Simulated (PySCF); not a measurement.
# C4H6ClGa: the cost of one run

Computed with PySCF 2.14.0, with density-fitted response routines of our own, on a single molecule in the gas phase. Atoms count from 0, in the outputs and in this text.

### 1 Starting geometry

12 atoms, charge 0, multiplicity 1; geometry from: GFN2-xTB. The atoms were then displaced at random by about 0.01 Å, so the start is not that level's minimum.

Bonds of the start (Å): Cl0–C1 1.75, C1–C2 1.40, C2–C3 1.38, C3–Ga4 2.21, Ga4–C5 2.22, C5–C1 1.41, C2–H6 1.08, C3–H7 1.10, C3–H8 1.06, Ga4–H9 1.69, C5–H10 1.08, C5–H11 1.08.

### 2 Relaxing the molecule at PBE0-D3(BJ)/def2-SVP

The job: settings as JSON, then the geometry in Å.

```
{"job": {"xc": "PBE0", "basis": "def2-SVP", "d3": "d3bj", "grid": 1, "shake": 0.01, "kind": "geom"}, "charge": 0, "multiplicity": 1}
Cl     1.778970    -0.993850     1.712690
C      0.737500    -0.577480     0.368320
C     -0.649120    -0.665050     0.527140
C     -1.451380    -0.106990    -0.443410
Ga    -0.170880     1.678660    -0.242640
C      1.311540     0.097720    -0.733710
H     -1.014170    -0.988950     1.488830
H     -2.529850    -0.141260    -0.226290
H     -1.270170    -0.317690    -1.466680
H     -0.037150     1.974300     1.418540
H      2.384800     0.201740    -0.702670
H      0.949610    -0.189420    -1.709140
```

Started as:

```
> OMP_NUM_THREADS=1 python probes_run.py task.json out
```

This one command runs all jobs of the session in turn.

**Question.** How long does this first job take on 1 thread of Arm Neoverse V1, shared host, and how much memory does it need?

About 1.8 min, with a peak of 0.54 GiB.
